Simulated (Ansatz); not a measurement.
**[SiCl3]+ (SMILES Cl[Si+](Cl)Cl) at BCCD(T)/aug-cc-pVDZ**

What is the energy change on altering one bond length of [SiCl3]+ at BCCD(T)/aug-cc-pVDZ? 

The calculation is run with Ansatz 0.2.0.

1 further run of the same task is left out (it didn't finish).

## 1. The system as given

[SiCl3]+ has 4 atoms, charge +1, and is taken as a singlet. As SMILES, `Cl[Si+](Cl)Cl`. The shape is that of a PBE0-D4/def2-TZVP optimisation.

Bond lengths: Cl1–Si2 1.947 Å, Si2–Cl3 1.947 Å, Si2–Cl4 1.947 Å. Angles: Cl1–Si2–Cl3 120.0°, Cl1–Si2–Cl4 120.0°, Cl3–Si2–Cl4 120.0°.

## 2. The energy at BCCD(T)/aug-cc-pVDZ

File run.yaml:

```yaml
crystal:
  periodic: [false, false, false]
  atoms:
    - {symbol: Cl, position_ang: [-1.556000, -0.622300, 0.990900]}
    - {symbol: Si, position_ang: [-0.000000, -0.000100, -0.000100]}
    - {symbol: Cl, position_ang: [1.772000, -0.669600, 0.449500]}
    - {symbol: Cl, position_ang: [-0.216000, 1.292000, -1.440300]}
basis:
  gaussian:
    orbitals: aug-cc-pVDZ
total_charge: 1
correlation:
  method: bccd_t
  frozen_orbitals: {Cl: 5, Si: 5}
accuracy: high
scf:
  omitted_lower_state_checks: [cluster_reference, increment]
```

Run with:

```
$ ansatz run run.yaml --threads 1 --pin off --max-ram 3480MiB --events-out events.jsonl --progress --plain --runs-dir runs
```

Output:

```text
Warning: RAYON_NUM_THREADS=1 ignored (pool sized by the plan → 1); use --threads N
Functional definition: HF
  name "HF"
  exchange = exact_x
  correlation = 0
these checks for a lower state are left out or cut short: cluster_reference, increment
2143 factors; integrals over basis functions are off by at most 3.2e-9 eV
mean field evaluation 1: about -45366.9451 eV, gradient 2.2e1 eV
mean field evaluation 2: about -45367.4416 eV, gradient 2.3e1 eV
mean field evaluation 4: about -45368.9375 eV, gradient 1.8e0 eV
mean field evaluation 8: about -45368.9695 eV, gradient 6.3e-2 eV
mean field evaluation 16: about -45368.9696 eV, gradient 1.6e-7 eV
mean field -45368.96955819 eV, -1667.2788790715 hartree, gradient 1.3e-8 eV, S^2 0.000000; 0 other end points of the search recorded, 0 dependent functions left out
20 core orbitals not correlated: weight in the atoms' cores, before any rotation towards them, 1.000 or more for the frozen orbitals, at most 0.000 for the correlated occupied ones
reference -45368.96955819 eV, -1667.2788790715 hartree; 12, 12 occupied and 76, 76 virtual orbitals, 2143 factors
second order -13.81566839 eV of doubles, -0.00000000 eV of singles
cycle   1  -14.45060430 eV  change   -6.3e-1 eV  update   8.4e-2
cycle   2  -14.69949150 eV  change   -2.5e-1 eV  update   2.5e-2
cycle   3  -14.76268484 eV  change   -6.3e-2 eV  update   1.4e-2
cycle   4  -14.75683234 eV  change    5.9e-3 eV  update   3.6e-3
cycle   5  -14.75243345 eV  change    4.4e-3 eV  update   1.2e-3
cycle   6  -14.75212503 eV  change    3.1e-4 eV  update   3.1e-4
cycle   7  -14.75214315 eV  change   -1.8e-5 eV  update   7.5e-5
cycle   8  -14.75217367 eV  change   -3.1e-5 eV  update   2.2e-5
cycle   9  -14.75218075 eV  change   -7.1e-6 eV  update   6.7e-6
cycle  10  -14.75217949 eV  change    1.3e-6 eV  update   1.7e-6
cycle  11  -14.75218080 eV  change   -1.3e-6 eV  update   5.2e-7
cycle  12  -14.75218107 eV  change   -2.7e-7 eV  update   1.4e-7
cycle  13  -14.75218104 eV  change    2.8e-8 eV  update   5.1e-8
cycle  14  -14.75218106 eV  change   -1.3e-8 eV  update   2.5e-8
cycle  15  -14.75218123 eV  change   -1.8e-7 eV  update   1.1e-7
cycle  16  -14.75218124 eV  change   -9.6e-9 eV  update   2.4e-8
cycle  17  -14.75218125 eV  change   -8.5e-9 eV  update   6.4e-9
cycle  18  -14.75218125 eV  change   4.7e-10 eV  update   2.3e-9
perturbative correction -0.51766270 eV, -0.0190237533 hartree
Total energy: -45384.23940214 eV, -1667.8400354864 hartree
Checks for a lower state left out: cluster_reference, increment
```

It took 38 s on 1 thread of Arm Neoverse V2, shared host; peak memory 0.9 GiB.

## 3. The distorted shape at the same level

File molecule.yaml:

```yaml
crystal:
  periodic: [false, false, false]
  atoms:
    - {symbol: Cl, position_ang: [-1.523602, -0.816105, 1.206918]}
    - {symbol: Si, position_ang: [0.032398, -0.193905, 0.215918]}
    - {symbol: Cl, position_ang: [1.804398, -0.863405, 0.665518]}
    - {symbol: Cl, position_ang: [-0.216000, 1.292000, -1.440300]}
basis:
  gaussian:
    orbitals: aug-cc-pVDZ
total_charge: 1
correlation:
  method: bccd_t
  frozen_orbitals: {Cl: 5, Si: 5}
accuracy: high
scf:
  omitted_lower_state_checks: [cluster_reference, increment]
```

Run with:

```
$ ansatz run molecule.yaml --threads 1 --pin off --max-ram 3480MiB --events-out events.jsonl --progress --plain --runs-dir runs
```

Output:

```text
Warning: RAYON_NUM_THREADS=1 ignored (pool sized by the plan → 1); use --threads N
[... 4 set-up lines as earlier in the session ...]
these checks for a lower state are left out or cut short: cluster_reference, increment
2148 factors; integrals over basis functions are off by at most 3.2e-9 eV
mean field evaluation 1: about -45365.8664 eV, gradient 2.4e1 eV
mean field evaluation 2: about -45366.2761 eV, gradient 2.5e1 eV
mean field evaluation 4: about -45368.2616 eV, gradient 1.9e0 eV
mean field evaluation 8: about -45368.3027 eV, gradient 1.1e-1 eV
mean field evaluation 16: about -45368.3028 eV, gradient 1.7e-7 eV
mean field -45368.30279928 eV, -1667.2543761335 hartree, gradient 1.4e-8 eV, S^2 0.000000; 0 other end points of the search recorded, 0 dependent functions left out
20 core orbitals not correlated: weight in the atoms' cores, before any rotation towards them, 1.000 or more for the frozen orbitals, at most 0.000 for the correlated occupied ones
reference -45368.30279928 eV, -1667.2543761335 hartree; 12, 12 occupied and 76, 76 virtual orbitals, 2148 factors
second order -13.93085948 eV of doubles, -0.00000000 eV of singles
cycle   1  -14.55793112 eV  change   -6.3e-1 eV  update   9.4e-2
cycle   2  -14.82662308 eV  change   -2.7e-1 eV  update   2.9e-2
cycle   3  -14.90377749 eV  change   -7.7e-2 eV  update   1.8e-2
cycle   4  -14.89621420 eV  change    7.6e-3 eV  update   4.9e-3
cycle   5  -14.88986086 eV  change    6.4e-3 eV  update   2.0e-3
cycle   6  -14.88917151 eV  change    6.9e-4 eV  update   6.6e-4
cycle   7  -14.88909158 eV  change    8.0e-5 eV  update   3.1e-4
cycle   8  -14.88916252 eV  change   -7.1e-5 eV  update   1.1e-4
cycle   9  -14.88918777 eV  change   -2.5e-5 eV  update   4.0e-5
cycle  10  -14.88917765 eV  change    1.0e-5 eV  update   1.2e-5
cycle  11  -14.88917977 eV  change   -2.1e-6 eV  update   4.4e-6
cycle  12  -14.88918133 eV  change   -1.6e-6 eV  update   1.4e-6
cycle  13  -14.88918092 eV  change    4.1e-7 eV  update   4.7e-7
cycle  14  -14.88918066 eV  change    2.6e-7 eV  update   1.7e-7
cycle  15  -14.88918057 eV  change    8.6e-8 eV  update   6.2e-8
cycle  16  -14.88918057 eV  change    9.6e-9 eV  update   3.2e-8
cycle  17  -14.88918110 eV  change   -5.4e-7 eV  update   1.1e-7
cycle  18  -14.88918111 eV  change   -2.3e-9 eV  update   2.7e-8
cycle  19  -14.88918112 eV  change   -1.8e-8 eV  update   8.3e-9
cycle  20  -14.88918113 eV  change   -1.5e-9 eV  update   2.9e-9
perturbative correction -0.56128378 eV, -0.0206267983 hartree
Total energy: -45383.75326418 eV, -1667.8221702459 hartree
Checks for a lower state left out: cluster_reference, increment
```

It took 39 s on 1 thread of Arm Neoverse V2, shared host; peak memory 0.9 GiB.

## 4. Results

Level: BCCD(T)/aug-cc-pVDZ, 20 core orbitals frozen.

| quantity | value |
| --- | --- |
| first shape: total energy | -1667.84004 Eh |
| first shape: correlation energy (20 core orbitals frozen) | -561.2 mEh |
| first shape: (T) correction | -19.02 mEh |
| distorted shape: total energy | -1667.82217 Eh |
| distorted shape: correlation energy (20 core orbitals frozen) | -567.8 mEh |
| distorted shape: (T) correction | -20.63 mEh |
| energy change with the Si2–Cl4 bond stretched from 1.947 to 2.239 Å | 0.486 eV |

**Reading.** With the Si2–Cl4 bond stretched from 1.947 to 2.239 Å the energy rises by 0.49 eV (46.9 kJ/mol). The first shape isn't relaxed at this level, so the change isn't measured from a minimum. The triples (first shape) make up 3.4 % of the correlation energy. The triples (distorted shape) make up 3.6 % of the correlation energy.
